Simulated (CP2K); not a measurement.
**PBE/DZVP-MOLOPT-SR-GTH (core potential) run of HOI (hypoiodous acid)**

What is the vertical singlet–triplet gap of HOI (hypoiodous acid) at PBE/DZVP-MOLOPT-SR-GTH (core potential)? 

The results are computed with CP2K 2026.2.

## 1. The structure to begin with

HOI has 3 atoms, charge 0, and is taken as a singlet. As SMILES, `OI`. The shape is that of a PBE0-D4/def2-TZVP optimisation.

Bond lengths: O1–I2 1.974 Å, O1–H3 0.964 Å. Angles: I2–O1–H3 105.3°.

## 2. A single-point energy at PBE/DZVP-MOLOPT-SR-GTH (core potential)

Contents of run.inp:

```
&GLOBAL
   PROJECT run
   RUN_TYPE ENERGY
   PRINT_LEVEL MEDIUM
&END
&FORCE_EVAL
   METHOD QUICKSTEP
   &DFT
      BASIS_SET_FILE_NAME BASIS_MOLOPT
      POTENTIAL_FILE_NAME GTH_POTENTIALS
      CHARGE 0
      MULTIPLICITY 1
      &QS
         METHOD GPW
         EPS_DEFAULT 1.0E-10
      &END
      &MGRID
         CUTOFF 400
         REL_CUTOFF 50
         NGRIDS 4
      &END
      &POISSON
         PERIODIC NONE
         POISSON_SOLVER MULTIPOLE
      &END
      &SCF
         SCF_GUESS ATOMIC
         EPS_SCF 1.0E-06
         MAX_SCF 50
         &OT ON
            MINIMIZER DIIS
            PRECONDITIONER FULL_ALL
         &END
         &OUTER_SCF
            EPS_SCF 1.0E-06
            MAX_SCF 5
         &END
      &END
      &XC
         &XC_FUNCTIONAL PBE
         &END
      &END
      &PRINT
         &MOMENTS
            PERIODIC F
            REFERENCE COM
            MAX_MOMENT 1
         &END
         &MO_CUBES
            NLUMO 1
            NHOMO -1
            WRITE_CUBE F
         &END
         &HIRSHFELD OFF
         &END
      &END
   &END
   &SUBSYS
      &CELL
         ABC [angstrom] 9.1 7.8 8.1
         PERIODIC NONE
      &END
      &COORD
         UNIT bohr
         O     -0.7109717    -0.8837115    -0.4788566
         I      2.3566963     0.2460234     1.3172147
         H     -1.6457436     0.6376881    -0.8383392
      &END
      &TOPOLOGY
         &CENTER_COORDINATES
         &END
      &END
      &KIND O
         BASIS_SET DZVP-MOLOPT-SR-GTH-q6
         POTENTIAL GTH-PBE-q6
      &END
      &KIND I
         BASIS_SET DZVP-MOLOPT-SR-GTH-q7
         POTENTIAL GTH-PBE-q7
      &END
      &KIND H
         BASIS_SET DZVP-MOLOPT-SR-GTH-q1
         POTENTIAL GTH-PBE-q1
      &END
   &END
&END
```

Started as:

```bash
$ OMP_NUM_THREADS=1 cp2k.psmp run.inp > run.out
```

What it wrote:

```text
CP2K| version string:                                       CP2K version 2026.2
[...]
 GLOBAL| Method name                                                        CP2K
[...]
 GLOBAL| Run type                                                         ENERGY
[...]
 DFT| Spin restricted Kohn-Sham (RKS) calculation                            RKS
 DFT| Multiplicity                                                             1
[...]
 DFT| Charge                                                                   0
[...]
 FUNCTIONAL| PBE:
 QS| Method:                                                                 GPW
[...]
 QS| Density cutoff [a.u.]:                                                200.0
[...]
 QS| Relative density cutoff [a.u.]:                                        25.0
[...]
                             - Atoms:                                          3
[...]
                             - Spherical basis functions:                     31
[...]
 Number of electrons:                                                         14
[...]
     1 OT DIIS     0.15E+00    1.1     0.19542605       -27.3692314997 -2.74E+01
[...]
    16 OT DIIS     0.15E+00    1.2     0.00000046       -28.0299258501 -2.22E-11
  *** SCF run converged in    16 steps ***
[...]
  Overlap energy of the core charge distribution:               0.00000003846543
  Self energy of the core charge distribution:                -67.61997531808260
  Core Hamiltonian energy:                                     17.30523328561229
  Hartree energy:                                              28.38011532763495
  Exchange-correlation energy:                                 -6.09529918369866
  Total energy:                                               -28.02992585006859
[...]
                     Mulliken Population Analysis
 #  Atom  Element  Kind  Atomic population                           Net charge
       1     O        1          6.362804                             -0.362804
       2     I        2          6.794659                              0.205341
       3     H        3          0.842537                              0.157463
 # Total charge                             14.000000                 -0.000000
[...]
  Dipole moment [Debye]
    X=  0.3833084E-02 Y=  0.1473035E+01 Z=  0.1544972E+00  Total=      1.4811195
[...]
 HOMO - LUMO gap [eV] :    2.373682
 ENERGY| Total FORCE_EVAL ( QS ) energy [hartree]            -28.029925850068590
[...]
```

It took 20 s on 1 thread of Arm Neoverse N1, shared host; peak memory 0.53 GiB.

## 3. The triplet at the same level

Contents of molecule.xyz:

```xyz
3

O     -0.376230    -0.467640    -0.253400
I      1.247110     0.130190     0.697040
H     -0.870890     0.337450    -0.443630
```

Contents of gas.inp:

```
&GLOBAL
  PROJECT gas
  RUN_TYPE ENERGY
  PRINT_LEVEL MEDIUM
&END GLOBAL

&FORCE_EVAL
  METHOD QS
  &DFT
    BASIS_SET_FILE_NAME BASIS_MOLOPT
    POTENTIAL_FILE_NAME GTH_POTENTIALS
    MULTIPLICITY 3
    UKS T
    &QS
      METHOD GPW
      EPS_DEFAULT 1.0E-10
    &END QS
    &MGRID
      CUTOFF 400
      REL_CUTOFF 50
      NGRIDS 4
    &END MGRID
    &POISSON
      PERIODIC NONE
      POISSON_SOLVER MULTIPOLE
    &END POISSON
    &SCF
      SCF_GUESS ATOMIC
      EPS_SCF 1.0E-06
      MAX_SCF 50
      &OT
        MINIMIZER DIIS
        PRECONDITIONER FULL_ALL
      &END OT
      &OUTER_SCF
        EPS_SCF 1.0E-06
        MAX_SCF 10
      &END OUTER_SCF
    &END SCF
    &XC
      &XC_FUNCTIONAL PBE
      &END XC_FUNCTIONAL
    &END XC
    &PRINT
      &MOMENTS
        PERIODIC F
        REFERENCE COM
        MAX_MOMENT 1
      &END MOMENTS
      &MO_CUBES
        NLUMO 5
        NHOMO -1
        WRITE_CUBE F
      &END MO_CUBES
      &HIRSHFELD OFF
      &END HIRSHFELD
    &END PRINT
  &END DFT
  &SUBSYS
    &CELL
      ABC 9.1 7.8 8.1
      PERIODIC NONE
    &END CELL
    &TOPOLOGY
      COORD_FILE_NAME molecule.xyz
      COORD_FILE_FORMAT XYZ
      &CENTER_COORDINATES
      &END CENTER_COORDINATES
    &END TOPOLOGY
    &KIND O
      BASIS_SET DZVP-MOLOPT-SR-GTH-q6
      POTENTIAL GTH-PBE-q6
    &END KIND
    &KIND I
      BASIS_SET DZVP-MOLOPT-SR-GTH-q7
      POTENTIAL GTH-PBE-q7
    &END KIND
    &KIND H
      BASIS_SET DZVP-MOLOPT-SR-GTH-q1
      POTENTIAL GTH-PBE-q1
    &END KIND
  &END SUBSYS
&END FORCE_EVAL
```

Started as:

```bash
$ OMP_NUM_THREADS=1 cp2k.psmp -i gas.inp -o gas.out
```

What it wrote:

```text
CP2K| version string:                                       CP2K version 2026.2
[...]
 GLOBAL| Method name                                                        CP2K
[...]
 GLOBAL| Run type                                                         ENERGY
[...]
 DFT| Spin unrestricted (spin-polarized) Kohn-Sham calculation               UKS
 DFT| Multiplicity                                                             3
[...]
 DFT| Charge                                                                   0
[...]
 FUNCTIONAL| PBE:
 QS| Method:                                                                 GPW
[...]
 QS| Density cutoff [a.u.]:                                                200.0
[...]
 QS| Relative density cutoff [a.u.]:                                        25.0
[...]
                             - Atoms:                                          3
[...]
                             - Spherical basis functions:                     31
[...]
 Number of electrons:                                                          8
[...]
     1 OT DIIS     0.15E+00    1.9     0.07457121       -27.4934001623 -2.75E+01
[...]
    20 OT DIIS     0.15E+00    2.0     0.00000063       -27.9555793959 -2.60E-10
  *** SCF run converged in    20 steps ***
[...]
  Overlap energy of the core charge distribution:               0.00000003846542
  Self energy of the core charge distribution:                -67.61997531808260
  Core Hamiltonian energy:                                     17.43581675734720
  Hartree energy:                                              28.32741113163521
  Exchange-correlation energy:                                 -6.09883200529271
  Total energy:                                               -27.95557939592748
[...]
                     Mulliken Population Analysis
 #  Atom  Element  Kind  Atomic population (alpha,beta) Net charge  Spin moment
       1     O        1         3.412866     2.844993    -0.257859     0.567873
       2     I        2         4.169574     2.730061     0.100365     1.439513
       3     H        3         0.417560     0.424945     0.157494    -0.007385
 # Total charge and spin        8.000000     6.000000     0.000000     2.000000
[...]
  Dipole moment [Debye]
    X= -0.6077554E+00 Y=  0.1208582E+01 Z= -0.2077147E+00  Total=      1.3686426
[...]
 HOMO - LUMO gap [eV] :    0.678877
 ENERGY| Total FORCE_EVAL ( QS ) energy [hartree]            -27.955579395927483
[...]
```

Wall time 44 s (1 thread of Arm Neoverse N1, shared host); peak memory 0.66 GiB.

## 4. Outcome

At PBE/DZVP-MOLOPT-SR-GTH (core potential):

| quantity | value |
| --- | --- |
| singlet: total energy | -28.02993 Eh |
| singlet: dipole moment | 1.48 D |
| singlet: HOMO energy | -5.86 eV |
| singlet: LUMO energy | -3.49 eV |
| singlet: HOMO–LUMO gap | 2.37 eV |
| triplet: total energy | -27.95558 Eh |
| triplet: dipole moment | 1.37 D |
| triplet: HOMO energy (highest over α and β) | -3.90 eV |
| triplet: ⟨S²⟩ | 2.003 |
| vertical energy of the triplet above the singlet | 2.023 eV |

In words: At this shape the triplet lies 2.02 eV (47 kcal/mol) above the singlet.
